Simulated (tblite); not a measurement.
# C8H13NS: the cost of one run

The runs use tblite 0.8.0 and PySCF 2.14.0, with density-fitted response routines of our own; the level of theory stands in each step. All values are computed, except where a source is named. Atoms count from 0, in the outputs and in this text.

## 1. The starting structure

23 atoms, charge 0, multiplicity 1; geometry from: force field or distance geometry start.

Bonds of the start (Å): C0–C1 1.36, C1–S2 1.76, S2–C3 1.81, C1–C4 1.54, C4–C5 1.55, C4–C6 1.55, C4–C7 1.56, C7–C8 1.46, C8–N9 1.16, C0–H10 1.08, C0–H11 1.09, C3–H12 1.08, C3–H13 1.08, C3–H14 1.10, C5–H15 1.09, C5–H16 1.10, C5–H17 1.10, C6–H18 1.10, C6–H19 1.10, C6–H20 1.09, C7–H21 1.10, C7–H22 1.10.

## 2. Geometry optimisation with GFN2-xTB

The job: settings as JSON, then the geometry in Å.

```
{"job": {"kind": "relax", "xc": "GFN2-xTB", "basis": "xTB"}, "charge": 0, "multiplicity": 1}
C      1.306700    -0.589100     1.536600
C      0.690800    -0.535900     0.325800
S      1.709500    -0.825500    -1.080000
C      2.831500     0.597500    -1.009200
C     -0.827100    -0.325200     0.132500
C     -1.602500    -0.096700     1.450800
C     -1.438400    -1.595000    -0.512800
C     -1.115000     0.879500    -0.818300
C     -0.579700     2.148800    -0.325200
N     -0.171200     3.161300     0.067200
H      2.359100    -0.782400     1.641100
H      0.760300    -0.449900     2.472000
H      3.472600     0.580000    -1.873200
H      2.283200     1.531100    -0.994800
H      3.463800     0.542100    -0.110700
H     -2.666800     0.076600     1.276900
H     -1.221700     0.776600     2.008400
H     -1.527500    -0.974900     2.112700
H     -2.529500    -1.507800    -0.588100
H     -1.220200    -2.484200     0.104200
H     -1.060100    -1.776600    -1.514600
H     -0.722300     0.688800    -1.825000
H     -2.200100     0.987900    -0.941700
```

Launch:

```bash
$ OMP_NUM_THREADS=1 python probes_run.py task.json out
```

This one command runs all jobs of the session in turn.

Q: Estimate the wall time of this first job on 1 thread of Arm Neoverse V1, shared host.

About 1.7 s.
